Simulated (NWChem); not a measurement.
# TiN2H4F2 (SMILES [NH2][Ti]([NH2])([F])[F]) at 3 levels

Aim: a comparison of 3 runs (HF/STO-3G, HF/3-21G, B3LYP/6-31G*) of TiN2H4F2. 

The results are computed with NWChem 7.3.0.

## 1. The structure to begin with

TiN2H4F2: 9 atoms, total charge 0, spin state singlet. SMILES: `[NH2][Ti]([NH2])([F])[F]`. The coordinates come from a PBE0-D4/def2-TZVP relaxation. This is one conformer, not always the lowest.

Bond lengths: N1–Ti2 1.871 Å, Ti2–N3 1.864 Å, Ti2–F4 1.769 Å, Ti2–F5 1.769 Å, N1–H6 1.008 Å, N1–H7 1.011 Å, N3–H8 1.011 Å, N3–H9 1.011 Å. Some angles: N1–Ti2–N3 106.2°, N1–Ti2–F4 109.2°, N1–Ti2–F5 109.2°, N3–Ti2–F4 110.5°, N3–Ti2–F5 110.5°, F4–Ti2–F5 111.1°, Ti2–N1–H6 126.1°, Ti2–N1–H7 123.1°, Ti2–N3–H8 124.4°, Ti2–N3–H9 124.3°.

## 2. Energy and gradient at HF/STO-3G (run 1)

The input, input.nw:

```
start input
memory stack 880 mb heap 220 mb global 1100 mb
charge 0

geometry units bohr noautosym nocenter noautoz
  N     -2.34836266     1.22624328    -1.28520274
  Ti     0.79103936    -0.35791413    -0.91878484
  N      1.29427342    -0.75305586     2.54451623
  F      0.70373401    -3.33347688    -2.43850259
  F      3.16623612     1.59247221    -2.23233347
  H     -3.51167806     1.75290995     0.12906829
  H     -3.10255235     1.66976200    -2.98425550
  H      0.88363594    -2.34439423     3.51923696
  H      2.29091498     0.45995934     3.63394334
end

basis spherical bse
  N library STO-3G
  Ti library STO-3G
  F library STO-3G
  H library STO-3G
end

scf
  thresh 1e-08
  maxiter 80
end

task scf gradient
```

The run is started by

```bash
nwchem input.nw > input.out
```

Output:

```text
[...]
  functions       =    42
[...]
  wavefunction    = RHF
[...]
         Total SCF energy =  -1145.999877635132
      One-electron energy =  -2220.479975267159
      Two-electron energy =    751.640578095893
 Nuclear repulsion energy =    322.839519536134
        Time for solution =      4.2s
[...]
                         RHF ENERGY GRADIENTS
    atom               coordinates                        gradient
                 x          y          z           x          y          z
   1 N      -2.348363   1.226243  -1.285203   -0.019149   0.009349   0.005883
   2 Ti      0.791039  -0.357914  -0.918785   -0.031806   0.014103   0.042988
   3 N       1.294273  -0.753056   2.544516   -0.002457   0.000383   0.018445
   4 F       0.703734  -3.333477  -2.438503   -0.004113  -0.052764  -0.025060
   5 F       3.166236   1.592472  -2.232333    0.040499   0.036506  -0.021318
   6 H      -3.511678   1.752910   0.129068    0.010068  -0.004803  -0.005980
   7 H      -3.102552   1.669762  -2.984256    0.010458  -0.005495   0.006702
   8 H       0.883636  -2.344394   3.519237    0.000793   0.006437  -0.010636
   9 H       2.290915   0.459959   3.633943   -0.004292  -0.003718  -0.011022
[...]
```

Wall time 6.3 s (1 thread of Intel Xeon Platinum 8488C (Sapphire Rapids), shared host); peak memory 0.1 GiB.

## 3. Energy and gradient at HF/3-21G (run 2)

The input, input.xyz:

```xyz
9
F2H4N2Ti hf
N     -1.242700     0.648900    -0.680100
Ti     0.418600    -0.189400    -0.486200
N      0.684900    -0.398500     1.346500
F      0.372400    -1.764000    -1.290400
F      1.675500     0.842700    -1.181300
H     -1.858300     0.927600     0.068300
H     -1.641800     0.883600    -1.579200
H      0.467600    -1.240600     1.862300
H      1.212300     0.243400     1.923000
```

The input, run.py:

```python
from ase.io import read
from ase.calculators.nwchem import NWChem

molecule = read('input.xyz')

calc = NWChem(
    label='input',
    theory='scf',
    memory='2200 mb',
    basis='3-21G',
    basispar='spherical bse',
    scf={'nopen': '0', 'rhf': None, 'thresh': '1e-08', 'maxiter': '80'},
)
molecule.calc = calc

forces = molecule.get_forces()
e = molecule.get_potential_energy()
print(f"E = {e:.6f} eV")
print("forces (eV/A):")
for s, f in zip(molecule.symbols, forces):
    print(f"{s:2s} {f[0]:10.5f} {f[1]:10.5f} {f[2]:10.5f}")
print("dipole (e A):", molecule.get_dipole_moment().round(4))
```

The run is started by

```bash
export ASE_NWCHEM_COMMAND="nwchem PREFIX.nwi > PREFIX.nwo"
python run.py
```

Output:

```text
E = -31372.234693 eV
forces (eV/A):
N     0.47463   -0.23279   -0.10891
Ti   -0.19237    0.09739   -0.03677
N     0.28318   -0.11642   -0.54075
F     0.12197    1.01368    0.45745
F    -0.75112   -0.73390    0.38392
H     0.18702   -0.09102   -0.07091
H     0.08629   -0.04715    0.10572
H    -0.05970    0.14460   -0.09081
H    -0.14995   -0.03430   -0.09899
dipole (e A): [-0.3481  0.1513  0.5417]
```

The calculator wrote input.nwi:

```
title "input"

permanent_dir input

scratch_dir input

start input

geometry units angstrom nocenter noautosym noautoz
  N  -1.2426999999999999e+00 6.4890000000000003e-01 -6.8010000000000004e-01
  Ti 4.1860000000000003e-01 -1.8940000000000001e-01 -4.8620000000000002e-01
  N  6.8489999999999995e-01 -3.9850000000000002e-01 1.3465000000000000e+00
  F  3.7240000000000001e-01 -1.7640000000000000e+00 -1.2904000000000000e+00
  F  1.6755000000000000e+00 8.4270000000000000e-01 -1.1813000000000000e+00
  H  -1.8583000000000001e+00 9.2759999999999998e-01 6.8300000000000000e-02
  H  -1.6417999999999999e+00 8.8360000000000005e-01 -1.5791999999999999e+00
  H  4.6760000000000002e-01 -1.2405999999999999e+00 1.8623000000000001e+00
  H  1.2122999999999999e+00 2.4340000000000001e-01 1.9230000000000000e+00
end

memory 2200 mb

basis spherical bse noprint
   * library 3-21G
end

scf
  nopen 0
  rhf
  thresh 1e-08
  maxiter 80
end

task scf gradient
```

input.nwo, shortened:

```text
[...]
      One-electron energy =  -2227.103895639604
[... 1 line left out ...]
 Nuclear repulsion energy =    322.839542797510
[... 47 lines left out ...]
                       ROHF Final Molecular Orbital Analysis
[... 296 lines left out ...]
     1   1 0 0     -0.657775      0.000000     41.414290
[...]
  wavefunction    =   RHF
                         RHF ENERGY GRADIENTS
    atom               coordinates                        gradient
                 x          y          z           x          y          z
   1 N      -2.348362   1.226243  -1.285203   -0.009230   0.004527   0.002118
   2 Ti      0.791039  -0.357914  -0.918785    0.003741  -0.001894   0.000715
   3 N       1.294273  -0.753056   2.544516   -0.005507   0.002264   0.010516
[... 5 lines of this table left out ...]
   9 H       2.290915   0.459959   3.633943    0.002916   0.000667   0.001925
[...]
```

Run time: 9 s. Hardware: 1 thread of Intel Xeon Platinum 8488C (Sapphire Rapids), shared host; peak memory 0.1 GiB.

## 4. Energy and gradient at B3LYP/6-31G(d) (Cartesian functions) (run 3)

The input, calc.nw:

```
start calc
title "F2H4N2Ti B3LYP"
memory total 2200 mb

geometry noautosym nocenter noautoz
 N     -1.242700     0.648900    -0.680100
 Ti     0.418600    -0.189400    -0.486200
 N      0.684900    -0.398500     1.346500
 F      0.372400    -1.764000    -1.290400
 F      1.675500     0.842700    -1.181300
 H     -1.858300     0.927600     0.068300
 H     -1.641800     0.883600    -1.579200
 H      0.467600    -1.240600     1.862300
 H      1.212300     0.243400     1.923000
end

basis cartesian
 N library 6-31G*
 Ti library 6-31G*
 F library 6-31G*
 H library 6-31G*
end

dft
 xc b3lyp
 grid fine
 convergence energy 1e-08
 maxiter 100
 mulliken
 print medium
end

task dft gradient
```

The run is started by

```bash
nwchem calc.nw > calc.out
```

Output:

```text
[...]
          Wavefunction type:  closed shell.
          No. of atoms     :     9
          No. of electrons :    58
[...]
          Charge           :     0
          Spin multiplicity:     1
[...]
          AO basis - number of functions:   107
[...]
              XC Information
              --------------
                         B3LYP Method XC Potential
                     Hartree-Fock (Exact) Exchange  0.200
                        Slater Exchange Functional  0.800 local
                    Becke 1988 Exchange Functional  0.720 non-local
              Lee-Yang-Parr Correlation Functional  0.810
                  VWN I RPA Correlation Functional  0.190 local
[...]
 d= 0,ls=0.0,diis     1  -1160.7684743879 -1.48D+03  7.78D-02  3.96D+00     4.1
[...]
 d= 0,ls=0.0,diis    12  -1161.2327045140 -7.52D-09  1.22D-06  9.04D-09    36.9
         Total DFT energy =    -1161.232704514025
      One electron energy =    -2238.283675934797
           Coulomb energy =      832.620614722940
    Exchange-Corr. energy =      -78.409186099678
 Nuclear repulsion energy =      322.839542797510
[...]
      Total Density - Mulliken Population Analysis
     ---------------------------------------------
    Atom       Charge   Shell Charges
 -----------   ------   -------------------------------------------------------
    1 N    7     7.97   1.99  0.77  2.50  0.92  1.76  0.02
    2 Ti  22    20.59   2.00  2.00  5.99  2.07  6.12  0.09  0.37  0.03  0.10  0.86  1.03 -0.06
    3 N    7     7.97   1.99  0.77  2.50  0.92  1.76  0.02
    4 F    9     9.43   1.99  0.95  3.29  0.99  2.15  0.05
    5 F    9     9.43   1.99  0.95  3.29  0.99  2.15  0.05
    6 H    1     0.65   0.50  0.15
    7 H    1     0.66   0.50  0.16
    8 H    1     0.65   0.50  0.15
    9 H    1     0.65   0.50  0.15
[...]
  wavefunction    = closed shell
                         DFT ENERGY GRADIENTS
    atom               coordinates                        gradient
                 x          y          z           x          y          z
   1 N      -2.348362   1.226243  -1.285203   -0.000677   0.000342   0.000037
   2 Ti      0.791039  -0.357914  -0.918785   -0.004320   0.001971   0.004946
   3 N       1.294273  -0.753056   2.544516    0.000465  -0.000322   0.000517
   4 F       0.703734  -3.333477  -2.438502   -0.000607  -0.001349  -0.000023
   5 F       3.166236   1.592472  -2.232333    0.000697   0.001291   0.000090
   6 H      -3.511678   1.752910   0.129068    0.003520  -0.001616  -0.003552
   7 H      -3.102552   1.669762  -2.984255    0.002616  -0.001494   0.004590
   8 H       0.883636  -2.344394   3.519237    0.000926   0.004140  -0.003169
   9 H       2.290915   0.459959   3.633943   -0.002622  -0.002963  -0.003437
[...]
```

Run time: 48 s. Hardware: 1 thread of Intel Xeon Platinum 8488C (Sapphire Rapids), shared host; peak memory 0.14 GiB.

## 5. The series

| run | level | Cartesian functions | iteration cap | energy (Eh) | dipole moment (D) | HOMO energy (eV) | LUMO energy (eV) | wall time |
| --- | --- | --- | --- | --- | --- | --- | --- | --- |
| 1 | HF/STO-3G | no | 80 | -1145.999878 | 1.17 | -8.29 | 9.05 | 6.3 s |
| 2 | HF/3-21G | no | 80 | -1152.908369 | 3.18 | -10.98 | 1.73 | 9 s |
| 3 | B3LYP/6-31G* (Cartesian functions) | yes | 100 | -1161.232705 | 2.83 | -7.04 | -1.39 | 48 s |

## 6. What came out

| quantity | value |
| --- | --- |
| run 3: total energy | -1161.23270 Eh |
| run 3: dipole moment | 2.83 D |
| run 3: HOMO energy | -7.04 eV |
| run 3: LUMO energy | -1.39 eV |
| run 3: HOMO–LUMO gap | 5.65 eV |
| run 3: largest force on an atom | 0.353 eV/Å |

What this shows: The dipole moment (its size) runs from 1.17 D (HF/STO-3G) to 3.18 D (HF/3-21G). The HOMO–LUMO gap runs from 5.65 eV (B3LYP/6-31G*) to 17.34 eV (HF/STO-3G). The two ends differ in method and basis. In run 1 the basis is minimal, so the values are rough. All runs together took 63 s, the longest 48 s.
